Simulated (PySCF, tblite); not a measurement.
# 2,2,2-trifluoroethanesulfonyl chloride (C₂H₂ClF₃O₂S): geometry, infrared bands and NMR shifts

Wanted: the infrared bands and NMR shifts of 2,2,2-trifluoroethanesulfonyl chloride (C₂H₂ClF₃O₂S) (`O=S(=O)(Cl)CC(F)(F)F`), by calculation.

Computed with tblite 0.8.0 and PySCF 2.14.0, with density-fitted response routines of our own, on a single molecule in the gas phase. Atoms count from 0, in the outputs and in this text.

**1. The molecule as given**

11 atoms, charge 0, multiplicity 1; geometry from: force field or distance geometry start.

Bonds of the start (Å): O0–S1 1.44, S1–O2 1.46, S1–Cl3 2.05, S1–C4 1.74, C4–C5 1.49, C5–F6 1.35, C5–F7 1.35, C5–F8 1.34, C4–H9 1.10, C4–H10 1.09.

**2. Geometry optimisation with GFN2-xTB**

Job settings and geometry (Å):

```
{"job": {"kind": "relax", "xc": "GFN2-xTB", "basis": "xTB"}, "charge": 0, "multiplicity": 1}
O      1.393300     1.628900     0.273800
S      1.173100     0.237800     0.571800
O      0.948300    -0.247700     1.929300
Cl     2.952300    -0.645100     0.045600
C     -0.017800    -0.442000    -0.498600
C     -1.336000     0.164100    -0.176000
F     -2.270500    -0.344700    -1.013200
F     -1.730400    -0.111800     1.082400
F     -1.347800     1.495900    -0.343000
H      0.276600    -0.206300    -1.526800
H     -0.035700    -1.526500    -0.371400
```

On the command line:

```sh
> OMP_NUM_THREADS=1 python probes_run.py task.json out
```

This one command runs all jobs of the session in turn.

**Question.** This job is followed by: GFN2-xTB harmonic vibrations, gas phase; GIAO PBE0/pcSseg-1 NMR shielding, non-relativistic, gas phase. Predict these results of the whole session: strongest single infrared mode (GFN2-xTB); zero-point energy (GFN2-xTB); ¹³C shifts against TMS (PBE0/pcSseg-1); ¹H shifts against TMS (PBE0/pcSseg-1, means over atoms taken as alike); ¹⁷O shifts against H2O (PBE0/pcSseg-1, means over atoms taken as alike); ³³S shifts against CS2 (PBE0/pcSseg-1); ³⁵Cl shifts against HCl (PBE0/pcSseg-1); ¹⁹F shifts against CFCl3 (PBE0/pcSseg-1, means over atoms taken as alike); surface potential, 1st and 99th percentile.

As calculated:

| quantity | value |
| --- | --- |
| strongest single infrared mode (GFN2-xTB) | 1332 cm⁻¹, 438 km/mol |
| zero-point energy (GFN2-xTB) | 31.7 kcal/mol |
| ¹³C shifts against TMS (PBE0/pcSseg-1) | 129.2, 72.2 ppm |
| ¹H shifts against TMS (PBE0/pcSseg-1, means over atoms taken as alike) | 3.96 ppm |
| ¹⁷O shifts against H2O (PBE0/pcSseg-1, means over atoms taken as alike) | 315.1 ppm |
| ³³S shifts against CS2 (PBE0/pcSseg-1) | 307 ppm |
| ³⁵Cl shifts against HCl (PBE0/pcSseg-1) | 610 ppm |
| ¹⁹F shifts against CFCl3 (PBE0/pcSseg-1, means over atoms taken as alike) | -71.9 ppm |
| surface potential, 1st and 99th percentile | -1.08 V and 2.06 V |

**Reading.** Relaxing lowered the energy by 0.235 eV in 20 steps; the close pair that moved most is S1–C4, from 1.740 to 1.826 Å. The lowest mode is imaginary (32i cm⁻¹), so the xTB geometry is not a minimum. The strongest single mode, at 1332 cm⁻¹, has its largest shares on S1, O0 and O2 (the list is cut at 3 atoms). Unscaled tight-binding wavenumbers are off by several per cent, some by more. Its intensities can rank the bands wrongly. At PBE0/pcSseg-1: The largest span, 1012 ppm, is at Cl3, where the paramagnetic term is -805 ppm. At PBE0/pcSseg-1, counted by nearest atom on the grid, the HOMO lies on Cl3 44 %; O0, O2 about 27 % each, the LUMO on Cl3 37 %; S1 31 %.
